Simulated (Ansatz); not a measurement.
# C4H8ClFSi: the cost of one run

All numbers below are computed with Ansatz 0.2.0 (RKS PBE0/STO-3G).

**1. The starting structure**

Bond lengths: C1–C2 1.576 Å, C2–C3 1.527 Å, C3–Si4 1.757 Å, C3–C5 1.352 Å, C5–F6 1.378 Å, C5–Cl7 1.754 Å, C1–H8 1.072 Å, C1–H9 1.114 Å, C1–H10 1.034 Å, C2–H11 1.084 Å, C2–H12 1.068 Å, Si4–H13 1.553 Å, Si4–H14 1.505 Å, Si4–H15 1.519 Å. Angles (14 of 24 angles, heavy atoms first): C1–C2–C3 114.4°, C2–C3–Si4 116.9°, C2–C3–C5 122.2°, Si4–C3–C5 120.9°, C3–C5–F6 119.0°, C3–C5–Cl7 125.1°, F6–C5–Cl7 115.9°, C1–C2–H11 106.8°, C1–C2–H12 109.7°, C3–C2–H11 110.6°, C3–C2–H12 110.0°, C2–C1–H8 107.0°, C2–C1–H9 109.0°, C2–C1–H10 110.2°.

Coordinates:

```xyz
15

C     1.0471   -1.6909    0.1669
C     0.6798   -0.4601   -0.7470
C    -0.0999    0.6436   -0.0360
Si   -1.8525    0.5153   -0.0527
C     0.5143    1.6858    0.5680
F    -0.2553    2.6480    1.1845
Cl    2.2505    1.9132    0.6695
H     0.1243   -2.1033    0.5227
H     1.6079   -1.3266    1.0582
H     1.5645   -2.3992   -0.3798
H     1.6129   -0.0737   -1.1411
H     0.1378   -0.7970   -1.6038
H    -2.5501    1.6391   -0.8669
H    -2.3427   -0.7747   -0.6520
H    -2.4604    0.5297    1.3390
```

**2. Relaxing the start**

File input.yaml:

```yaml
crystal:
  periodic: [false, false, false]
  atoms:
    - { symbol: C, position_ang: [1.0471, -1.6909, 0.1669] }
    - { symbol: C, position_ang: [0.6798, -0.4601, -0.747] }
    - { symbol: C, position_ang: [-0.0999, 0.6436, -0.036] }
    - { symbol: Si, position_ang: [-1.8525, 0.5153, -0.0527] }
    - { symbol: C, position_ang: [0.5143, 1.6858, 0.568] }
    - { symbol: F, position_ang: [-0.2553, 2.648, 1.1845] }
    - { symbol: Cl, position_ang: [2.2505, 1.9132, 0.6695] }
    - { symbol: H, position_ang: [0.1243, -2.1033, 0.5227] }
    - { symbol: H, position_ang: [1.6079, -1.3266, 1.0582] }
    - { symbol: H, position_ang: [1.5645, -2.3992, -0.3798] }
    - { symbol: H, position_ang: [1.6129, -0.0737, -1.1411] }
    - { symbol: H, position_ang: [0.1378, -0.797, -1.6038] }
    - { symbol: H, position_ang: [-2.5501, 1.6391, -0.8669] }
    - { symbol: H, position_ang: [-2.3427, -0.7747, -0.652] }
    - { symbol: H, position_ang: [-2.4604, 0.5297, 1.339] }
basis:
  gaussian: { orbitals: STO-3G }
hamiltonian:
  xc: pbe0
relax:
  f_tol: 0.02
  max_steps: 40
scf:
  lower_state_search: "off"
output:
  orbitals: {}
```

Command:

```bash
ansatz run input.yaml --threads 1 --pin off --max-ram 2048MiB --backend cpu --events-out ev --progress --plain --runs-dir out
```

**Question.** How long does this run take on 1 thread of Arm Neoverse V1, shared host, and how much memory does it need?

About 59 s, with a peak of 0.14 GiB.
